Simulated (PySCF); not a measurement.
# C2H7NSi: the cost of one run

Programs: PySCF 2.14.0, with density-fitted response routines of our own. Each step states its level of theory. These are calculated values for one molecule in the gas phase, unless marked as measured. Atoms count from 0, in the outputs and in this text.

**1. The starting structure**

11 atoms, charge 0, multiplicity 1; geometry from: GFN2-xTB. The atoms were then displaced at random by about 0.01 Å, so the start is not that level's minimum.

Bonds of the start (Å): C0–C1 1.30, C1–Si2 1.87, Si2–N3 1.77, C0–H4 1.11, C0–H5 1.07, C1–H6 1.09, Si2–H7 1.47, Si2–H8 1.44, N3–H9 0.97, N3–H10 1.00.

**2. Geometry optimisation at PBE0-D3(BJ)/def2-SVP**

Job settings and geometry (Å):

```
{"job": {"xc": "PBE0", "basis": "def2-SVP", "d3": "d3bj", "grid": 1, "shake": 0.01, "kind": "geom"}, "charge": 0, "multiplicity": 1}
C     -2.026440     0.158200    -0.354360
C     -0.899930     0.325950     0.270950
Si     0.638820    -0.676700    -0.078340
N      1.995210     0.444860     0.107660
H     -2.925950     0.764280    -0.134850
H     -2.174610    -0.535230    -1.151010
H     -0.823190     1.071260     1.060220
H      0.912470    -1.690400     0.949120
H      0.538970    -1.308580    -1.372130
H      2.902500     0.090310     0.075610
H      1.900260     1.330230    -0.348610
```

Command:

```sh
$ OMP_NUM_THREADS=1 python probes_run.py task.json out
```

This one command runs all jobs of the session in turn.

**Question.** How long does this first job take on 1 thread of Arm Neoverse V1, shared host, and how much memory does it need?

About 26 s, with a peak of 0.39 GiB.
